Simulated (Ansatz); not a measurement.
**GaH (singlet): wave-function methods side by side, aug-cc-pVTZ**

The task here is to estimate one member of a computed series from the others.

Method: aug-cc-pVTZ, core rule «outside noble gas», up to 14 orbitals frozen; program: Ansatz 0.2.0, Gaussian basis.

Plan: UHF; CCSD(T) on RHF; BCCD(T) on RHF; CCSDT(Q) on RHF; CASSCF and MRCISD+Q, 4 electrons in 5 orbitals; CASSCF and NEVPT2, 4 electrons in 5 orbitals; Full CI.

6 further runs of the same task are left out: 2 that didn't finish, 4 set aside as unsound or not needed.

### The system

The geometry is a PBE0/def2-TZVPD stationary point (not a proven minimum) of the parent state, kept for this charge and spin. No spin-orbit coupling is included. The filled d shell of Ga may be among the frozen orbitals whatever the setting's name suggests; the logs give the count.

2 atoms, charge 0, spin multiplicity 1.

Atoms are counted from 1 here; the program's logs count them from 0.

Bond lengths: Ga1–H2 1.724 Å.

Set-up of the first run:

in.yaml reads:

```yaml
crystal:
  periodic: [false, false, false]
  atoms:
    - {symbol: Ga, position_ang: [0.000000, 0.000000, 0.000000]}
    - {symbol: H, position_ang: [0.000000, 0.000000, 1.724400]}
basis:
  gaussian: {orbitals: aug-cc-pVTZ}
magnetization: {spin_polarized: true, initial_magnetization: 0}
hamiltonian: {xc: hf}
output: {orbitals: {seedname: orbitals}}
```

Command:

```bash
ansatz run in.yaml --threads 1 --pin off --events-out ev --progress --plain --max-ram 2816MiB --backend cpu
```

Steps of the session up to this table: UHF; CCSD(T) on RHF; BCCD(T) on RHF; CCSDT(Q) on RHF; CASSCF and MRCISD+Q, 4 electrons in 5 orbitals; CASSCF and NEVPT2, 4 electrons in 5 orbitals; Full CI.

One of the session's tables, all rows but one given; the rest of the session is left out.

| method | from FCI (kcal/mol) |
| --- | --- |
| RHF | +50.72 |
| RMP2 | +12.69 |
| RCCSD | ? |
| RCCSD(T) | +0.24 |
| BCCD(T) | +0.24 |
| RCCSDT | +0.04 |
| RCCSDT(Q) | +0.01 |
| CASSCF valence | +23.55 |
| NEVPT2 valence | +7.70 |
| MRCISD valence | +0.69 |
| MRCISD+Q valence | +0.09 |
| FCI | 0 |

Q: Estimate the row for RCCSD from the others.

As computed: from FCI (kcal/mol): +1.09. In the column «from FCI (kcal/mol)» it lies between MRCISD valence (+0.69) and NEVPT2 valence (+7.70).
